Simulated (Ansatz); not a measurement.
This script for the Ansatz DFT code, driven from Python starts 4 runs on Sr, space group P-62m. What input does the engine get in each?

`sr.py`:
```python
import warnings

import ansatz as az
import pandas as pd

warnings.simplefilter("ignore", az.DeckWarning)

cell = (
    az.Lattice.from_parameters(7.065952, 7.065952, 3.816633, alpha=90, beta=90, gamma=120)
    .space_group(189)
    .atom("Sr", (0.0, 0.665783, 0.0))
)

calc = cell.calculation()
calc = calc.occupations("fermi_dirac", width=0.01).pseudopotentials("nc")
calc = calc.mixing("msr1", ndim=6, beta=0.2).scf(tolerance=1e-06, max_iterations=200)
calc = calc.kpoints(density=1.9)
calc = calc.forces()
calc = calc.stress()

rows = []
for value in ["lda", "blyp", "r2scan", "pbesol"]:
    report = calc.functional(value).run(threads=1, pin="off").report
    rows.append((value, report["free_energy_ev"] / len(report["lattice"]["sites"]), report["n_iterations"], sum(report["stress_gpa"][i][i] for i in range(3)) / 3, max(abs(f) for row in report["forces_ev_ang"] for f in row), report["n_kpoints"]))

table = pd.DataFrame(rows, columns=["functional", "F/atom (eV)", "iterations", "P (GPa)", "max component (eV/A)", "k-points"])
print(table.round(5).to_string(index=False))
```

Run 1:
```yaml
crystal:
  lattice:
    a: 7.065952
    b: 7.065952
    c: 3.816633
    alpha: 90.0
    beta: 90.0
    gamma: 120.0
  space_group: 189
  atoms:
    - { symbol: Sr, position: [0.0, 0.665783, 0.0] }
kpoints:
  mp_grid:
    kspacing: 0.5263157894736842
hamiltonian:
  xc: lda
  pseudopotentials:
    kind: nc
scf:
  max_iter: 200
  convergence:
    dr2_threshold: 1.0e-06
  mixing:
    algorithm: msr1
    beta: 0.2
    ndim: 6
  occupations:
    method: fermi_dirac
    width: 0.01
output:
  forces: true
  stress: true
```

Run 2, against run 1:
```diff
-  xc: lda
+  xc: blyp
```

Run 3, against run 1:
```diff
-  xc: lda
+  xc: r2scan
```

Run 4, against run 1:
```diff
-  xc: lda
+  xc: pbesol
```

```console
$ python sr.py
functional  F/atom (eV)  iterations  P (GPa)  max component (eV/A)  k-points
       lda   -932.20153           8 -1.58469               0.00436         6
      blyp   -928.95970           8 -0.14241               0.00569         6
    r2scan  -1073.50002           8 -0.42650               0.01649         6
    pbesol   -930.30981           7 -1.04421               0.00791         6
```

From lowest to highest: LDA (-1.6 GPa), PBEsol (-1.0 GPa), r2SCAN (-0.4 GPa) and BLYP (-0.1 GPa). At a fixed cell a lower pressure usually means a smaller equilibrium volume, so LDA prefers the smallest cell and BLYP the largest.

Caveats:
- Such functionals run on norm-conserving files made under PBE, which can move pressures by some GPa.
- BLYP can be off by several per cent in the lattices of metals, and by several GPa in the pressure at a fixed cell.
- The mesh is modest for a metal, so energies can be off by several to tens of meV an atom and pressures by half a GPa or more; differences at equal mesh fare better.
- Within a few hundredths of an angstrom the cell has the higher group P6/mmm; the lower one is a small distortion.
- The program warned that this SCF threshold is loose for forces or stresses.
- Pressure is positive in compression.
- This isn't the structure that Sr takes at ambient conditions.
- Total energies of different functionals can't be compared; pressures, moments and gaps at this one structure can.
- The script silences the warnings on its input, which a real study should read.
- Run time: 31 s on 1 thread of Arm Neoverse V1 (shared host), peak memory 1.3 GiB.
